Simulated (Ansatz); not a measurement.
# YPb3: the cost of one run

Program: Ansatz 0.2.0. Level of theory: DFT PBEsol, scalar-relativistic. These are calculated values, not measurements.

### Step 1. Starting point

It takes space group Pm-3m (No. 221, cubic). The conventional cell has a = 4.823 Å, b = 4.823 Å, c = 4.823 Å, α = 90.00°, β = 90.00°, γ = 90.00°. Around Y (site symmetry m-3m) lie 12 Pb at 3.41 Å. Around Pb (site symmetry 4/mmm) lie 4 Y at 3.41 Å and 8 Pb at 3.41 Å.

Structure file:

```cif
data_structure
_symmetry_space_group_name_H-M 'Pm-3m'
_symmetry_Int_Tables_number 221
_cell_length_a 4.8230
_cell_length_b 4.8230
_cell_length_c 4.8230
_cell_angle_alpha 90.000
_cell_angle_beta 90.000
_cell_angle_gamma 90.000
_cell_volume 112.19
loop_
_atom_site_label
_atom_site_type_symbol
_atom_site_symmetry_multiplicity
_atom_site_Wyckoff_symbol
_atom_site_fract_x
_atom_site_fract_y
_atom_site_fract_z
_atom_site_occupancy
Y1 Y 1 a 0.00000 0.00000 0.00000 1
Pb1 Pb 3 c 0.00000 0.50000 0.50000 1
```

The file gives the conventional cell by its symmetry; the runs use the cell typed in the input.

Atoms are numbered in the order of the input: Y1, Pb2, Pb3, Pb4.

### Step 2. The deformed structure

Space group Pm-3m before, P4/mmm after.

### Step 3. Full-potential LAPW

The input, input.yaml:

```yaml
crystal:
  lattice:
    - [4.91946, 0.0, 0.0]
    - [0.0, 4.91946, 0.0]
    - [0.0, 0.0, 4.823]
  atoms:
    - { symbol: "Y", position: [0.0, 0.0, 0.0] }
    - { symbol: Pb, position: [0.0, 0.5, 0.5] }
    - { symbol: Pb, position: [0.5, 0.0, 0.5] }
    - { symbol: Pb, position: [0.5, 0.5, 0.0] }
kpoints:
  mp_grid: { grid: [8, 8, 8] }
  band_path:
    path:
      - [0.0, 0.0, 0.0]
      - [0.0, 0.5, 0.0]
      - [0.5, 0.5, 0.0]
      - [0.0, 0.0, 0.0]
      - [0.0, 0.0, 0.5]
      - [0.0, 0.5, 0.5]
      - [0.5, 0.5, 0.5]
      - [0.0, 0.0, 0.5]
      - [0.0, 0.5, 0.0]
    npoints: 5
scf:
  occupations: { method: fermi_dirac, width: 0.08 }
hamiltonian:
  xc: pbesol
  pseudopotentials: { kind: all_electron, lapw: { basis_error: 0.0005 } }
output:
  forces: true
  stress: true
  eigenvalues: true
```

The run is started by

```
$ ansatz run input.yaml --threads 1 --pin off --max-ram 4096MiB --backend cpu --events-out ev --progress --plain --runs-dir out
```

Q: Estimate wall time and peak memory on 1 thread of Intel Xeon Platinum 8259CL at 2.50GHz (Skylake/Cascade Lake), shared host.

About 2.6 min, with a peak of 1 GiB.
